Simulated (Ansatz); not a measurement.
**H2I+ (singlet): wave-function methods side by side at scale of all distances = 1.100, def2-SVP**

One table from this session's results is given with a row withheld; the runs are named, their logs left out.

The runs use Ansatz 0.2.0, Gaussian basis; def2-SVP, core rule «outside noble gas», up to 9 orbitals frozen.

Plan: UHF; CCSD(T) on RHF; BCCD(T) on RHF; CISD; CCSDT(Q) on RHF; CCSDTQ on RHF; CASSCF and MRCISD+Q, 2 electrons in 2 orbitals; CASSCF and NEVPT2, 2 electrons in 2 orbitals; CASSCF and MRCISD+Q, 8 electrons in 6 orbitals; CASSCF and NEVPT2, 8 electrons in 6 orbitals.

8 further runs of the same task are left out: 7 that didn't finish, 1 set aside as unsound or not needed.

## What is computed

The geometry derives from a PBE0/def2-TZVP stationary point (not a proven minimum). All distances are scaled together. No spin-orbit coupling is included. Elements past krypton take def2 core potentials.

3 atoms, charge 1, spin multiplicity 1.

Atoms are counted from 1 here; the program's logs count them from 0.

Bond lengths: I1–H2 1.792 Å, I1–H3 1.792 Å. Angles: H2–I1–H3 91.0°.

Geometry (Å):

```xyz
3
charge 1, multiplicity 1
I     0.0000   -0.0196    0.0000
H     0.0000    1.2367   -1.2776
H     0.0000    1.2367    1.2775
```

The first run:

Input file in.yaml:

```yaml
crystal:
  periodic: [false, false, false]
  atoms:
    - {symbol: I, position_ang: [0.000000, -0.019645, 0.000000]}
    - {symbol: H, position_ang: [0.000000, 1.236677, -1.277551]}
    - {symbol: H, position_ang: [0.000000, 1.236729, 1.277500]}
basis:
  gaussian: {orbitals: def2-SVP}
total_charge: 1
magnetization: {spin_polarized: true, initial_magnetization: 0}
hamiltonian: {xc: hf}
output: {orbitals: {seedname: orbitals}}
```

The run is started by

```
> ansatz run in.yaml --threads 1 --pin off --events-out ev --progress --plain --max-ram 2393MiB
```

Steps of the session up to this table: UHF; CCSD(T) on RHF; BCCD(T) on RHF; CISD; CCSDT(Q) on RHF; CCSDTQ on RHF; CASSCF and MRCISD+Q, 2 electrons in 2 orbitals; CASSCF and NEVPT2, 2 electrons in 2 orbitals; CASSCF and MRCISD+Q, 8 electrons in 6 orbitals; CASSCF and NEVPT2, 8 electrons in 6 orbitals.

One of the session's tables, all rows but one given; the rest of the session is left out.

| method | from RCCSDTQ (meV) |
| --- | --- |
| RHF | ? |
| RMP2 | +711.3 |
| CISD | +289.8 |
| RCCSD | +102.8 |
| RCCSD(T) | +18.2 |
| BCCD(T) | +18.4 |
| RCCSDT | +6.2 |
| RCCSDT(Q) | +0.5 |
| RCCSDTQ | 0 |
| CASSCF pair | +3278.0 |
| NEVPT2 pair | +585.1 |
| MRCISD pair | +195.1 |
| MRCISD+Q pair | -18.0 |
| CASSCF valence | +2596.0 |
| NEVPT2 valence | +570.8 |
| MRCISD valence | +111.1 |
| MRCISD+Q valence | -8.9 |

**Question.** Estimate the row for RHF.

As computed: from RCCSDTQ (meV): +3888.2. In the column «from RCCSDTQ (meV)» it is the highest.
